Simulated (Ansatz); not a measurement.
HPbNO4:

```
H Pb N O
1.0
     6.43453    0.00000    0.00872
     0.00000    4.11089    0.00000
    -3.14884    0.00000    7.72026
H Pb N O
2 2 2 8
Direct
  0.29356 0.09662 0.51195
  0.70644 0.59662 0.48805
  0.98504 0.60505 0.29264
  0.01496 0.10504 0.70736
  0.59230 0.36587 0.79290
  0.40770 0.86587 0.20710
  0.12824 0.09198 0.45672
  0.41419 0.46190 0.80564
  0.78042 0.46544 0.89401
  0.58396 0.16262 0.67325
  0.87176 0.59198 0.54328
  0.58581 0.96190 0.19436
  0.21958 0.96544 0.10599
  0.41604 0.66262 0.32675
```

The cell was built by a generator and needn't be a form met in nature.

Base run:

- Program: Ansatz 0.2.0
- Functional: PBE
- Potentials or basis: Ansatz PAW
- Cutoff: 420 eV (not typed: the program's choice for these potentials)
- k mesh: 5 × 7 × 4
- Occupations: fermi-dirac, width 0.05 eV
- Spin: no spin polarisation

Its results: band gap on the k mesh 3.30 eV, indirect (least direct gap 3.38 eV); pressure 0.0 GPa; largest force 0.007 eV/Å.

Question: The run is repeated on the same cell with these changes: functional from PBE to r2SCAN0; cutoff from 420 eV (not typed: the program's choice for these potentials) to 500 eV (not typed: the program's choice for these potentials); k mesh from 5 × 7 × 4 to 2 × 3 × 2. What comes out?

Answer: Band gap on the k mesh 5.80 eV, indirect (least direct gap 5.95 eV); pressure -6.4 GPa; largest force 1.898 eV/Å.

Several settings changed at once, so the effect can't be laid on one alone.

Caveats: some runs use coarse meshes; spin-orbit coupling is left out, which as a rule narrows the gap of such compounds by several tenths of an eV; odd divisions of the mesh miss points on the zone boundary, where band edges often lie, so the gap on the mesh can be too wide (some runs); the PAW data sets come from PBE, with cores solved anew for the run's functional, which leaves a small shift of forces and pressure (some runs); forces of over 1 eV/Å show positions far from the minimum, so gaps and moduli don't describe the material at rest (some runs); the thresholds are loose for stress (some runs).
